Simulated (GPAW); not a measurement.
AgRh:

```
CELL_PARAMETERS angstrom
2.77759 0.00000 0.00000
-1.38879 2.40546 0.00000
0.00000 0.00000 4.80860
ATOMIC_POSITIONS crystal
Ag 0.00000 0.00000 0.50000
Rh 0.66667 0.33333 0.00000
```

The cell comes from a database or a generator and needn't be the stable form of this composition.

Program: GPAW 26.7.0. Alike in all runs: no spin polarisation; cell as given; cutoff (eV) 600; smearing fermi-dirac 0.05 eV.

Question: Order these runs on this cell by their pressure, lowest first.
A. level PBE; potentials or basis GPAW PAW data sets (gpaw-data 1.2.1), pw; k mesh 11 × 11 × 6
B. level PBEsol; potentials or basis PAW data sets generated in the run's folder for this functional, pw; k mesh 11 × 11 × 6
C. level LDA; potentials or basis the program's PAW data sets (release 1.2.1) made for this functional, pw; k mesh 9 × 9 × 5; band path GMKGALHA,LM,KH; band points 100

Answer: C (-14.8 GPa), B (-9.7 GPa), A (-1.7 GPa).

Not every run made on this cell is shown here.
